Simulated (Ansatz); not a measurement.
**CBrF₂I: one species, many methods**

An exercise on one series of results from a longer session: the logs are not shown, and one member is left open.

Program: Ansatz 0.2.0, Gaussian basis. Level of theory: functionals in def2-TZVPP, the program's frozen cores in correlated methods. These are calculated values, not measurements.

The runs, in order: LDA (SPW92), PBE-D4, revPBE-D4, BLYP-D4, r2SCAN-D4, B97M-V, PBE0-D4, B3LYP-D4, r2SCANh-D4, r2SCAN0-D4, HSE06-D4, BHLYP-D4, CAM-B3LYP-D4, LC-ωPBE, ωB97X-V, ωB97M-V, B2PLYP, PBE-QIDH; CCSD(T)/def2-SVP; CCSD(T)/def2-TZVPP; MP2/def2-QZVPP; extrapolation to the limit; RPA on PBE.

### Structure used throughout

All runs share one geometry, relaxed beforehand with PBE0-D4 in a triple-zeta def2 set. I takes the def2 core potential; no spin-orbit term is included.

5 atoms, charge 0, spin multiplicity 1.

Atoms are counted from 1 here; the program's logs count them from 0.

Bond lengths: F1–C2 1.326 Å, C2–F3 1.327 Å, C2–Br4 1.935 Å, C2–I5 2.151 Å. Angles: F1–C2–F3 108.0°, F1–C2–Br4 109.0°, F1–C2–I5 109.3°, F3–C2–Br4 109.0°, F3–C2–I5 109.3°, Br4–C2–I5 112.2°.

Geometry (Å):

```xyz
5
CBrF2I
F    -1.17425    0.76071   -0.06246
C    -0.09974   -0.00194    0.09045
F    -0.00952   -0.32882    1.37288
Br   -0.31610   -1.61431   -0.95790
I     1.64951    1.11077   -0.48436
```

Set-up of the first run:

The input, in.yaml:

```yaml
crystal:
  periodic: [false, false, false]
  atoms:
    - {symbol: F, position_ang: [-1.174248, 0.760712, -0.062464]}
    - {symbol: C, position_ang: [-0.099739, -0.001944, 0.090450]}
    - {symbol: F, position_ang: [-0.009523, -0.328824, 1.372875]}
    - {symbol: Br, position_ang: [-0.316100, -1.614311, -0.957896]}
    - {symbol: I, position_ang: [1.649511, 1.110768, -0.484363]}
basis:
  gaussian: {orbitals: def2-TZVPP}
hamiltonian: {xc: lda}
output: {orbitals: {seedname: orbitals}}
```

Steps of the session up to this table: LDA; PBE-D4 (GGA); revPBE-D4 (GGA); BLYP-D4 (GGA); r2SCAN-D4 (meta-GGA); B97M-V (meta-GGA); PBE0-D4 (hybrid); B3LYP-D4 (hybrid); r2SCANh-D4 (hybrid); r2SCAN0-D4 (hybrid); HSE06-D4 (hybrid); BHLYP-D4 (hybrid); CAM-B3LYP-D4 (range-separated); LC-ωPBE-D4 (range-separated; the results give it without D4); ωB97X-V (range-separated); ωB97M-V (range-separated); B2PLYP (double hybrid); PBE-QIDH (double hybrid).

One of the session's tables, all rows but one given; the rest of the session is left out.

It belongs to the step «Orbital energies across the functionals». 

```
  functional  HOMO (eV)  LUMO (eV)  gap (eV)
 LDA (SPW92)      -6.96      -3.34      3.62
      PBE-D4      -6.77      -3.12      3.66
   revPBE-D4      -6.71      -3.03      3.68
     BLYP-D4          ?          ?         ?
   r2SCAN-D4      -7.10      -3.05      4.04
      B97M-V      -7.12      -2.93      4.19
     PBE0-D4      -7.99      -2.27      5.72
    B3LYP-D4      -7.74      -2.52      5.22
  r2SCANh-D4      -7.54      -2.73      4.81
  r2SCAN0-D4      -8.20      -2.24      5.96
    HSE06-D4      -7.60      -2.65      4.95
    BHLYP-D4      -9.04      -1.34      7.70
CAM-B3LYP-D4      -9.29      -1.21      8.08
     LC-ωPBE     -10.65       0.01     10.65
     ωB97X-V     -10.29      -0.12     10.17
     ωB97M-V     -10.15      -0.23      9.93
```

**Question.** Estimate the row for BLYP-D4.

Worked estimate for «HOMO (eV)». Against the share of exact exchange, B3LYP-D4 (0.2, -7.74), BHLYP-D4 (0.5, -9.04) give a slope of -4.33 per unit share; at 0 the line stands at -6.87.

As computed: HOMO (eV): -6.60; LUMO (eV): -3.03; gap (eV): 3.57. In «HOMO (eV)» the line misses by -0.27.
